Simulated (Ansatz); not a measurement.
**Ta5N6: further runs on the relaxed cell**

One table from this session's results is given with a row withheld; the runs are named, their logs left out.

Program: Ansatz 0.2.0. Level of theory: DFT PBEsol, scalar-relativistic, plane waves, PAW. These are calculated values, not measurements.

### The structure to begin with

It takes space group P6_3/mcm (No. 193, hexagonal). The conventional cell has a = 5.168 Å, b = 5.168 Å, c = 10.342 Å, α = 90.00°, β = 90.00°, γ = 120.00°. Around Ta (site symmetry 32) lie 6 N at 2.12 Å. Around Ta (site symmetry m2m) lie 6 N at 2.17 to 2.19 Å. Around N (site symmetry m) lie 5 Ta at 2.12 to 2.19 Å.

Coordinates:

```
CELL_PARAMETERS angstrom
5.16785 0.00000 0.00000
-2.58393 4.47549 0.00000
0.00000 0.00000 10.34198
ATOMIC_POSITIONS crystal
Ta 0.33333 0.66667 0.00000
Ta 0.66667 0.33333 0.50000
Ta 0.66667 0.33333 0.00000
Ta 0.33333 0.66667 0.50000
Ta 0.32474 0.00000 0.25000
Ta 0.32474 0.32474 0.75000
Ta 0.00000 0.32474 0.25000
Ta 0.67526 0.00000 0.75000
Ta 0.67526 0.67526 0.25000
Ta 0.00000 0.67526 0.75000
N 0.33865 0.00000 0.62205
N 0.33865 0.33865 0.12205
N 0.00000 0.33865 0.62205
N 0.66135 0.00000 0.12205
N 0.66135 0.66135 0.62205
N 0.00000 0.66135 0.12205
N 0.00000 0.66135 0.37795
N 0.66135 0.66135 0.87795
N 0.66135 0.00000 0.37795
N 0.00000 0.33865 0.87795
N 0.33865 0.33865 0.37795
N 0.33865 0.00000 0.87795
```

It is the result of an earlier relaxation at this level (volume 10.87 Å³/atom; gap on the mesh: none (metal)).

Set-up of the first run:

input.yaml reads:

```yaml
crystal:
  lattice:
    - [5.1156505011, 0.0, 0.0]
    - [-2.5578252506, 4.4302832908, 0.0]
    - [0.0, 0.0, 10.2375049346]
  atoms:
    - { symbol: Ta, position: [0.3333333333, 0.6666666667, 0.0] }
    - { symbol: Ta, position: [0.6666666667, 0.3333333333, 0.5] }
    - { symbol: Ta, position: [0.6666666667, 0.3333333333, 0.0] }
    - { symbol: Ta, position: [0.3333333333, 0.6666666667, 0.5] }
    - { symbol: Ta, position: [0.3247443013, 0.0, 0.25] }
    - { symbol: Ta, position: [0.3247443013, 0.3247443013, 0.75] }
    - { symbol: Ta, position: [0.0, 0.3247443013, 0.25] }
    - { symbol: Ta, position: [0.6752556987, 0.0, 0.75] }
    - { symbol: Ta, position: [0.6752556987, 0.6752556987, 0.25] }
    - { symbol: Ta, position: [0.0, 0.6752556987, 0.75] }
    - { symbol: "N", position: [0.3386483866, 0.0, 0.6220534604] }
    - { symbol: "N", position: [0.3386483866, 0.3386483866, 0.1220534604] }
    - { symbol: "N", position: [0.0, 0.3386483866, 0.6220534604] }
    - { symbol: "N", position: [0.6613516134, 0.0, 0.1220534604] }
    - { symbol: "N", position: [0.6613516134, 0.6613516134, 0.6220534604] }
    - { symbol: "N", position: [0.0, 0.6613516134, 0.1220534604] }
    - { symbol: "N", position: [0.0, 0.6613516134, 0.3779465396] }
    - { symbol: "N", position: [0.6613516134, 0.6613516134, 0.8779465396] }
    - { symbol: "N", position: [0.6613516134, 0.0, 0.3779465396] }
    - { symbol: "N", position: [0.0, 0.3386483866, 0.8779465396] }
    - { symbol: "N", position: [0.3386483866, 0.3386483866, 0.3779465396] }
    - { symbol: "N", position: [0.3386483866, 0.0, 0.8779465396] }
basis:
  ecutwfc: 420
kpoints:
  mp_grid: { grid: [12, 12, 4] }
hamiltonian:
  xc: pbesol
scf:
  occupations: { method: gaussian, width: 0.1 }
output:
  forces: true
  stress: true
  eigenvalues: true
relax:
  adjacent_minimum: "off"
  f_tol: 0.01
  max_steps: 30
  cell: { stress_tol: 0.1, fix: [volume] }
```

Started as:

```
> ansatz run input.yaml --threads 4 --pin off --max-ram 10240MiB --backend cpu --events-out ev --progress --plain --runs-dir out
```

Steps of the session up to this table: Volume × 0.97; Point at V/V0 = 1.03; The cell scaled to 0.94 of its volume; Point at V/V0 = 1.06; Volume × 0.91; Volume × 1.10; Point at V/V0 = 0.88.

One table of the session follows, with a row left open; its other results are not shown here.

It belongs to the step «Energy against volume». 

```
volume (Å³/atom)  energy above the lowest point (meV/atom)  pressure (GPa)
           9.568                                     189.7           51.99
           9.894                                     100.8           35.80
          10.220                                      42.4           21.96
          10.546                                         ?               ?
          10.873                                       0.0            0.01
          11.199                                       9.0           -8.63
          11.525                                      34.3          -16.01
          11.960                                      89.3          -24.19
```

Estimate the missing values for volume (Å³/atom) = 10.546.

Worked estimate for «energy above the lowest point (meV/atom)». A straight line through the neighbours (10.220, 42.4) and (10.873, 0.0) gives 42.4 + (0.0 − 42.4) × (10.546 − 10.220) / (10.873 − 10.220) = 21.2; a parabola fitted to 4 rows on both sides gives 10.0.

The run gave: energy above the lowest point (meV/atom): 10.0; pressure (GPa): 10.12. In «energy above the lowest point (meV/atom)» the line misses by +11.2 and the parabola by 0.0.
